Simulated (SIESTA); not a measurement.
# Ta4NiO11 under changes of volume

One of the cells (12.344 Å³/atom); the others are scaled copies at fixed shape and fractional positions:

```
CELL_PARAMETERS angstrom
4.73887 0.00000 0.00510
0.00000 5.78545 0.00000
-1.97295 0.00000 7.20185
ATOMIC_POSITIONS crystal
Ta 0.61339 0.50000 0.76042
Ta 0.38661 0.50000 0.23958
Ta 0.16615 0.00000 0.79875
Ta 0.83385 0.00000 0.20125
Ni 0.50000 0.00000 0.50000
O 0.33278 0.79913 0.65053
O 0.66722 0.79913 0.34947
O 0.90047 0.25786 0.80718
O 0.09953 0.25786 0.19282
O 0.66722 0.20087 0.34947
O 0.33278 0.20087 0.65053
O 0.09953 0.74214 0.19282
O 0.90047 0.74214 0.80718
O 0.50000 0.50000 0.00000
O 0.50000 0.00000 0.00000
O 0.50000 0.50000 0.50000
```

The cell was built by a generator and needn't be a form met in nature.

```yaml
Program: SIESTA 5.4.2
Functional: PBE
Potentials_or_basis: PseudoDojo 0.4 standard (PBE files)
Basis: DZP (energy shift 0.003 Ry; two zetas on semicore shells)
Grid_cutoff: 800 Ry
Energy_shift: 0.003 Ry
k_mesh: 6 × 5 × 4
Occupations: fermi-dirac, width 0.05 eV
Spin: collinear spin, ferromagnetic start
Starting_moments: "[0.0, 0.0, 0.0, 0.0, 1.0, 0.0, 0.0, 0.0, 0.0, 0.0, 0.0, 0.0, 0.0, 0.0, 0.0, 0.0] μB"
```

```tsv
volume (Å³/atom)	energy over the lowest point (meV/atom)	pressure (GPa)	gap on the mesh (eV)	largest force (eV/Å)
11.840	54.37	19.7	0.77	1.424
12.092	28.19	13.7	0.71	1.050
12.344	10.98	8.3	0.66	0.717
12.848	0.00	-1.0	0.55	0.253
13.100	?	?	?	?
```

Task: What does the run at 13.100 Å³/atom give?

Result: Energy over the lowest point 4.72 meV/atom; pressure -4.9 GPa; gap on the mesh 0.50 eV; largest force 0.303 eV/Å.

Worked out: A Birch-Murnaghan fit of order 2 (a polynomial in V^(-2/3)) to the other rows has its minimum at 12.79 Å³/atom with B0 = V·E''(V) = 219 GPa at fixed shape and positions, which overstates the stiffness. It gives 4.81 meV/atom at 13.100 Å³/atom, against the run's 4.72, and -dE/dV = -5.0 GPa, against -4.9. A straight line through the other rows of the gap, of slope -2.68 eV per unit of ln V, extrapolates to 0.50 eV, against the run's 0.50.

Energies are extrapolated to zero smearing.

Caveats: short orbitals over semicore shells can move pressures by several GPa; spin-orbit coupling is left out, which moves the levels of the heavy elements; an odd mesh through Γ misses points on the zone boundary, where band edges often lie; the basis of atomic orbitals isn't converged, which shifts pressures, moduli and gaps; forces of over 1 eV/Å show positions far from the minimum, so gaps and moduli don't describe the material at rest (some runs).
